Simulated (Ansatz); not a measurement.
# WC: the cost of one run

Program: Ansatz 0.2.0. Level of theory: DFT PBE, scalar-relativistic, plane waves, PAW. These are calculated values, not measurements.

2 further runs of the same task are left out: 2 set aside as unsound or not needed.

## Step 1: The system as given

It takes space group P-6m2 (No. 187, hexagonal). Conventional cell: a = 2.922 Å, b = 2.922 Å, c = 2.847 Å, α = 90.00°, β = 90.00°, γ = 120.00°. W (site symmetry -6m2) is surrounded by 6 C at 2.21 Å. C (site symmetry -6m2) is surrounded by 6 W at 2.21 Å.

Coordinates:

```cif
data_structure
_symmetry_space_group_name_H-M 'P-6m2'
_symmetry_Int_Tables_number 187
_cell_length_a 2.9218
_cell_length_b 2.9218
_cell_length_c 2.8471
_cell_angle_alpha 90.000
_cell_angle_beta 90.000
_cell_angle_gamma 120.000
_cell_volume 21.05
loop_
_atom_site_label
_atom_site_type_symbol
_atom_site_symmetry_multiplicity
_atom_site_Wyckoff_symbol
_atom_site_fract_x
_atom_site_fract_y
_atom_site_fract_z
_atom_site_occupancy
W1 W 1 a 0.00000 0.00000 0.00000 1
C1 C 1 f 0.66667 0.33333 0.50000 1
```

It is the result of an earlier relaxation at this level (volume 10.52 Å³/atom; gap on the mesh: none (metal)).

## Step 2: Bulk reference on the slab's mesh

The input, input.yaml:

```yaml
crystal:
  lattice:
    - [2.8470769656, 0.0, 0.0]
    - [0.0, 2.9217712143, 0.0]
    - [0.0, -1.4608856071, 2.5303280956]
  atoms:
    - { symbol: W, position: [0.0, 0.0, 0.0] }
    - { symbol: C, position: [0.5, 0.3333333333, 0.6666666667] }
basis:
  ecutwfc: 420
kpoints:
  mp_grid: { grid: [12, 12, 14] }
hamiltonian:
  xc: pbe
scf:
  occupations: { method: gaussian, width: 0.1 }
output:
  forces: true
  stress: true
  eigenvalues: true
```

Command:

```bash
$ ansatz run input.yaml --threads 2 --pin off --max-ram 5120MiB --backend cpu --events-out ev --progress --plain --runs-dir out
```

**Question.** How long does this run take on 2 threads of AMD EPYC 9R45 (Zen 5), shared host, and how much memory does it need?

About 3 s, with a peak of 0.54 GiB.
